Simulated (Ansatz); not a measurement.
# C₂H₈FGaSi: a ladder of functionals and wavefunction methods

One table from this session's results is given with a row withheld; the runs are named, their logs left out.

The runs use Ansatz 0.2.0, Gaussian basis; functionals in def2-TZVPP, the program's frozen cores in correlated methods.

The runs, in order: LDA (SPW92), PBE-D4, revPBE-D4, BLYP-D4, r2SCAN-D4, B97M-V, PBE0-D4, B3LYP-D4, r2SCANh-D4, r2SCAN0-D4, HSE06-D4, BHLYP-D4, CAM-B3LYP-D4, LC-ωPBE, ωB97X-V, ωB97M-V, B2PLYP, PBE-QIDH; CCSD(T)/def2-SVP; CCSD(T)/def2-TZVPP; MP2/def2-QZVPP; extrapolation to the limit; RPA on PBE.

**Structure used throughout**

All runs share one geometry, relaxed beforehand with PBE0-D4 in a triple-zeta def2 set.

SMILES `C[Si](C)(F)[GaH2]`, 13 atoms, charge 0, spin multiplicity 1.

Atoms are counted from 1 here; the program's logs count them from 0.

Bond lengths: C1–Si2 1.868 Å, C1–H6 1.094 Å, C1–H7 1.092 Å, C1–H8 1.094 Å, Si2–C3 1.868 Å, Si2–F4 1.618 Å, Si2–Ga5 2.426 Å, C3–H9 1.094 Å, C3–H10 1.092 Å, C3–H11 1.094 Å, Ga5–H12 1.579 Å, Ga5–H13 1.574 Å. Angles: Si2–C1–H6 110.3°, Si2–C1–H7 111.8°, Si2–C1–H8 110.5°, H6–C1–H7 108.0°, H6–C1–H8 108.1°, H7–C1–H8 108.0°, C1–Si2–C3 110.0°, C1–Si2–F4 106.9°, C1–Si2–Ga5 111.7°, C3–Si2–F4 106.9°, C3–Si2–Ga5 111.7°, F4–Si2–Ga5 109.5°, Si2–C3–H9 110.3°, Si2–C3–H10 111.7°, Si2–C3–H11 110.5°, H9–C3–H10 108.0°, H9–C3–H11 108.1°, H10–C3–H11 108.0° and more.

The first run:

The input, in.yaml:

```yaml
crystal:
  periodic: [false, false, false]
  atoms:
    - {symbol: C, position_ang: [-1.737922, -0.025385, -0.392078]}
    - {symbol: Si, position_ang: [0.121823, 0.140304, -0.460053]}
    - {symbol: C, position_ang: [0.922932, -1.517293, -0.141325]}
    - {symbol: F, position_ang: [0.500693, 0.560578, -1.975641]}
    - {symbol: Ga, position_ang: [0.928539, 1.836183, 1.075365]}
    - {symbol: H, position_ang: [-2.076566, -0.793290, -1.093867]}
    - {symbol: H, position_ang: [-2.237740, 0.911267, -0.648966]}
    - {symbol: H, position_ang: [-2.060059, -0.316457, 0.611672]}
    - {symbol: H, position_ang: [0.546212, -2.262689, -0.847951]}
    - {symbol: H, position_ang: [2.008978, -1.469152, -0.248045]}
    - {symbol: H, position_ang: [0.697495, -1.864111, 0.871022]}
    - {symbol: H, position_ang: [0.678662, 1.672268, 2.626233]}
    - {symbol: H, position_ang: [1.706962, 3.127777, 0.623634]}
basis:
  gaussian: {orbitals: def2-TZVPP}
hamiltonian: {xc: lda}
output: {orbitals: {seedname: orbitals}}
```

Command:

```sh
ansatz run in.yaml --threads 2 --pin off --events-out ev --progress --plain --max-ram 32768MiB --backend cuda --devices 0, --max-vram 18GiB
```

Among the steps run: LDA; PBE-D4 (GGA); revPBE-D4 (GGA); BLYP-D4 (GGA); r2SCAN-D4 (meta-GGA); B97M-V (meta-GGA); B3LYP-D4 (hybrid); r2SCANh-D4 (hybrid); r2SCAN0-D4 (hybrid); HSE06-D4 (hybrid); BHLYP-D4 (hybrid); CAM-B3LYP-D4 (range-separated); LC-ωPBE (range-separated); ωB97X-V (range-separated); ωB97M-V (range-separated); B2PLYP (double hybrid); PBE-QIDH (double hybrid).

One of the session's tables, all rows but one given; the rest of the session is left out.

It belongs to the step «Frontier levels by functional». 

```
  functional  HOMO (eV)  LUMO (eV)  gap (eV)
 LDA (SPW92)      -6.15      -3.10      3.05
      PBE-D4      -6.04      -2.84      3.20
   revPBE-D4      -5.99      -2.71      3.28
     BLYP-D4      -5.93      -2.77      3.16
   r2SCAN-D4      -6.29      -2.62      3.67
      B97M-V      -6.36      -2.82      3.55
     PBE0-D4      -7.15      -2.05      5.09
    B3LYP-D4      -6.98      -2.31      4.66
  r2SCANh-D4      -6.70      -2.34      4.36
  r2SCAN0-D4      -7.31      -1.94      5.37
    HSE06-D4      -6.76      -2.42      4.33
    BHLYP-D4      -8.18      -1.31      6.87
CAM-B3LYP-D4          ?          ?         ?
     LC-ωPBE      -9.69       0.04      9.73
     ωB97X-V      -9.38      -0.13      9.25
     ωB97M-V      -9.18      -0.36      8.82
```

Estimate the missing values for CAM-B3LYP-D4.

**Answer.** HOMO (eV): -8.43; LUMO (eV): -1.15; gap (eV): 7.28. In the column «HOMO (eV)» it lies between ωB97M-V (-9.18) and BHLYP-D4 (-8.18).
